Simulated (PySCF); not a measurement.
# TeP: from the state search to spectroscopic constants

One job finds the state of TeP, follows it along the bond with each method and fits the curves.

The runs use PySCF 2.14.0; Te def2-SVP with ECP28, P def2-SVP, scalar-relativistic core potentials.

### Step 1. The job

Settings of the job:

- atoms: Te, P
- charge: 0
- basis: Te def2-SVP with ECP28, P def2-SVP
- Hamiltonian: scalar-relativistic core potentials
- basis functions: 44
- electrons treated: 39
- masses in u: 129.9062, 30.9738
- levels: PBE0, PBE, r²SCAN, TPSSh, M06-2X, TPSS, ωB97X, HF, MP2, SCS-MP2, CCSD, CCSD(T)
- grid: 80 radial by 434 angular points
- occupations: held fixed by the projection of orbital angular momentum
- dissociation limit: Te + P, each in its ground configuration
- starting distance in angstrom: 2.385
- values of 2S to try: 1, 3, 5

On the command line:

```console
$ OMP_NUM_THREADS=1 python dia.py task.json out
```

The runs that follow: The PBE0 curve of the state that the search chose; Higher solutions at PBE0; PBE (GGA); r²SCAN; TPSSh (hybrid meta-GGA); M06-2X; TPSS; ωB97X (range-separated hybrid); UHF (mean field); Correlated methods on the Hartree–Fock reference.

**Question.** What will these runs give? Wanted: for each run, Re; ωe; De; μ.

The runs gave:

Lowest PBE0 solution found, without spin–orbit coupling: ²Π (doublet), unpaired electrons π ↑. State 2 has its PBE0 minimum 1.20 eV higher. State 3 has its PBE0 minimum 1.58 eV higher, as a spin-mixed determinant (⟨S²⟩ = 1.76), so this is no gap between pure states. The other levels ran on the lowest alone.

```
      level  Re (Å)  ωe (cm⁻¹)  De (eV)  μ (D)
   UHF-CCSD   2.274        466     2.03    n/a
UHF-CCSD(T)   2.292        443     2.32    n/a
        PBE   2.278        462     3.46  -0.62
       TPSS   2.272        466     3.28  -0.66
     r²SCAN   2.261        475     3.02  -0.62
      TPSSh   2.260        478     3.10  -0.62
       PBE0   2.249        483     2.98  -0.53
```

De is counted to Te + P in their ground configurations. A positive dipole means Te(−)P(+). No constants: UHF (the points don't follow one smooth fit); UHF-MP2 (the points don't follow one smooth fit); UHF-SCS-MP2 (the points don't follow one smooth fit); M06-2X (the points don't follow one smooth fit); ωB97X (the points don't follow one smooth fit).

**Reading.** Bond lengths run from 2.249 Å (PBE0) to 2.292 Å (UHF-CCSD(T)). Of the levels with a De here, UHF-CCSD gives the least (2.03 eV) and PBE the most (3.46 eV).

Correlated steps freeze 9 core orbitals. These are scalar-relativistic numbers at best; spin–orbit coupling would shift them, the dissociation energy most. T1 is 0.027 near the minimum (highest on the curve 0.062), which may point to more than one leading configuration. With spin–orbit coupling the term label itself may not hold.
